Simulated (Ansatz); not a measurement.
# C₃H₄SSi: up Jacob's ladder to CCSD(T)

One table from this session's results is given with a row withheld; the runs are named, their logs left out.

Computed with Ansatz 0.2.0, Gaussian basis. Level: functionals in def2-TZVPP, the program's frozen cores in correlated methods.

Plan: LDA (SPW92), PBE-D4, revPBE-D4, BLYP-D4, r2SCAN-D4, B97M-V, PBE0-D4, B3LYP-D4, r2SCANh-D4, r2SCAN0-D4, HSE06-D4, BHLYP-D4, CAM-B3LYP-D4, LC-ωPBE, ωB97X-V, ωB97M-V, B2PLYP, PBE-QIDH; CCSD(T)/def2-SVP; CCSD(T)/def2-TZVPP; MP2/def2-QZVPP; extrapolation to the limit; RPA on PBE.

### Structure used throughout

An earlier PBE0-D4 in a triple-zeta def2 set relaxation fixed the geometry.

9 atoms, charge 0, spin multiplicity 1.

Atoms are counted from 1 here; the program's logs count them from 0.

Bond lengths: C1–C2 1.202 Å, C1–H6 1.064 Å, C2–C3 1.425 Å, C3–Si4 1.858 Å, C3–S5 1.881 Å, C3–H7 1.087 Å, Si4–S5 2.082 Å, Si4–H8 1.479 Å, Si4–H9 1.477 Å. Angles: C2–C1–H6 179.6°, C1–C2–C3 179.1°, C2–C3–Si4 121.2°, C2–C3–S5 116.4°, C2–C3–H7 114.5°, Si4–C3–S5 67.7°, Si4–C3–H7 117.0°, S5–C3–H7 111.0°, C3–Si4–S5 56.7°, C3–Si4–H8 118.6°, C3–Si4–H9 118.0°, S5–Si4–H8 118.9°, S5–Si4–H9 119.1°, H8–Si4–H9 114.0°, C3–S5–Si4 55.7°.

Set-up of the first run:

Contents of in.yaml:

```yaml
crystal:
  periodic: [false, false, false]
  atoms:
    - {symbol: C, position_ang: [-0.265725, 2.286705, 0.530067]}
    - {symbol: C, position_ang: [-0.012484, 1.247729, -0.019227]}
    - {symbol: C, position_ang: [0.268778, 0.007574, -0.663308]}
    - {symbol: Si, position_ang: [-0.125065, -1.614345, 0.154135]}
    - {symbol: S, position_ang: [1.814737, -0.898948, -0.093257]}
    - {symbol: H, position_ang: [-0.483929, 3.208583, 1.014331]}
    - {symbol: H, position_ang: [0.212687, 0.039381, -1.748825]}
    - {symbol: H, position_ang: [-0.584146, -2.739475, -0.689089]}
    - {symbol: H, position_ang: [-0.736253, -1.583504, 1.497874]}
basis:
  gaussian: {orbitals: def2-TZVPP}
hamiltonian: {xc: lda}
output: {orbitals: {seedname: orbitals}}
```

Run with:

```
$ ansatz run in.yaml --threads 2 --pin off --events-out ev --progress --plain --max-ram 4352MiB
```

Steps of the session up to this table: LDA; PBE-D4 (GGA); revPBE-D4 (GGA); BLYP-D4 (GGA); r2SCAN-D4 (meta-GGA); B97M-V (meta-GGA); B3LYP-D4 (hybrid); r2SCANh-D4 (hybrid); r2SCAN0-D4 (hybrid); HSE06-D4 (hybrid); BHLYP-D4 (hybrid); CAM-B3LYP-D4 (range-separated); LC-ωPBE (range-separated); ωB97X-V (range-separated); ωB97M-V (range-separated); B2PLYP (double hybrid); PBE-QIDH (double hybrid).

One of the session's tables, all rows but one given; the rest of the session is left out.

It belongs to the step «Orbital energies across the functionals». 

```
  functional  HOMO (eV)  gap (eV)
 LDA (SPW92)      -6.13      4.37
      PBE-D4      -6.00      4.46
   revPBE-D4      -5.95      4.50
     BLYP-D4      -5.82      4.43
   r2SCAN-D4      -6.23      4.93
      B97M-V      -6.27      4.95
     PBE0-D4      -7.14      6.45
    B3LYP-D4      -6.90      6.01
  r2SCANh-D4          ?         ?
  r2SCAN0-D4      -7.28      6.74
    HSE06-D4      -6.74      5.68
    BHLYP-D4      -8.09      8.30
CAM-B3LYP-D4      -8.38      8.72
     LC-ωPBE      -9.74     11.18
     ωB97X-V      -9.37     10.71
     ωB97M-V      -9.23     10.32
```

Estimate the missing values for r2SCANh-D4.

Worked estimate for «HOMO (eV)». Against the share of exact exchange, r2SCAN-D4 (0, -6.23), r2SCAN0-D4 (0.25, -7.28) give a slope of -4.20 per unit share; at 0.1 the line stands at -6.65.

**Answer.** HOMO (eV): -6.65; gap (eV): 5.66. In «HOMO (eV)» the line misses by 0.00.
